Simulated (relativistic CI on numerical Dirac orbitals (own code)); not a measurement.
# Ions of rubidium: ground levels and radial parameters

Each member is run with a single configuration, to see the trend of ground level, magnetic moment, spin-orbit coupling and shell size.

Method: Dirac-Coulomb-Breit CI, KLI orbitals optimised for each configuration, model QED (radiative potential, 1s self-energy scaled to tabulated hydrogen-like ionisation energies), valence Slater integrals scaled by 0.9. Code: relativistic CI on numerical Dirac orbitals (own code) version 3.

## Step 1: What is computed

| Property | Result |
| --- | --- |
| members | Rb⁸⁺ [Ar] 3d10 4s, Rb¹⁰⁺ [Ar] 3d9, Rb¹¹⁺ [Ar] 3d8, Rb¹²⁺ [Ar] 3d7, Rb¹³⁺ [Ar] 3d6, Rb¹⁴⁺ [Ar] 3d5, Rb¹⁵⁺ [Ar] 3d4 |
| Slater scale | 0.9 |

## Step 2: Rb⁸⁺, [Ar] 3d10 4s

Input settings:

```ini
atom Rb  Z=37  charge=8  electrons=29
nucleus A=85  rms_radius_fm=4.2036
hamiltonian dirac-coulomb  breit=on  qed=on  c_scale=1
orbitals kli  potential=per-configuration
slater_scale 0.9
correlation none
mixing on
configurations
  [Ar] 3d10 4s
end
```

Command:

```console
$ python run_levels.py task.json out
```

One command runs all members of the session, one after another, from task.json.

## Step 3: Rb¹⁰⁺, [Ar] 3d9

The settings differ from step 2 so:

```diff
@@ -1,2 +1,2 @@
-atom Rb  Z=37  charge=8  electrons=29
+atom Rb  Z=37  charge=10  electrons=27
 nucleus A=85  rms_radius_fm=4.2036
@@ -8,3 +8,3 @@
 configurations
-  [Ar] 3d10 4s
+  [Ar] 3d9
 end
```

## Step 4: Rb¹¹⁺, [Ar] 3d8

The settings differ from step 3 so:

```diff
@@ -1,2 +1,2 @@
-atom Rb  Z=37  charge=10  electrons=27
+atom Rb  Z=37  charge=11  electrons=26
 nucleus A=85  rms_radius_fm=4.2036
@@ -8,3 +8,3 @@
 configurations
-  [Ar] 3d9
+  [Ar] 3d8
 end
```

## Step 5: Rb¹²⁺, [Ar] 3d7

The settings differ from step 4 so:

```diff
@@ -1,2 +1,2 @@
-atom Rb  Z=37  charge=11  electrons=26
+atom Rb  Z=37  charge=12  electrons=25
 nucleus A=85  rms_radius_fm=4.2036
@@ -8,3 +8,3 @@
 configurations
-  [Ar] 3d8
+  [Ar] 3d7
 end
```

## Step 6: Rb¹³⁺, [Ar] 3d6

The settings differ from step 5 so:

```diff
@@ -1,2 +1,2 @@
-atom Rb  Z=37  charge=12  electrons=25
+atom Rb  Z=37  charge=13  electrons=24
 nucleus A=85  rms_radius_fm=4.2036
@@ -8,3 +8,3 @@
 configurations
-  [Ar] 3d7
+  [Ar] 3d6
 end
```

## Step 7: Rb¹⁴⁺, [Ar] 3d5

The settings differ from step 6 so:

```diff
@@ -1,2 +1,2 @@
-atom Rb  Z=37  charge=13  electrons=24
+atom Rb  Z=37  charge=14  electrons=23
 nucleus A=85  rms_radius_fm=4.2036
@@ -8,3 +8,3 @@
 configurations
-  [Ar] 3d6
+  [Ar] 3d5
 end
```

## Step 8: Rb¹⁵⁺, [Ar] 3d4

The settings differ from step 7 so:

```diff
@@ -1,2 +1,2 @@
-atom Rb  Z=37  charge=14  electrons=23
+atom Rb  Z=37  charge=15  electrons=22
 nucleus A=85  rms_radius_fm=4.2036
@@ -8,3 +8,3 @@
 configurations
-  [Ar] 3d5
+  [Ar] 3d4
 end
```

(Steps that only read results are left out.)

**Question.** What will these runs give? Wanted: lowest levels; largest moment; <r>, first and last.

**Answer**, as computed:

```
           quantity                                                                               value
      lowest levels  Rb⁸⁺ 2S1/2, Rb¹⁰⁺ 2D5/2, Rb¹¹⁺ 3F4, Rb¹²⁺ 4F9/2, Rb¹³⁺ 5D4, Rb¹⁴⁺ 6S5/2, Rb¹⁵⁺ 5D0
     largest moment                                                                     6.67 μB (Rb¹³⁺)
<r>, first and last                                                              4s 1.25, 3d 0.441 bohr
```

In words: The open shell changes along the series (4s, 3d), so ζ and <r> compare only within one shell. The largest moment belongs to Rb¹³⁺. All lowest levels keep an LS purity of 70 % or more.
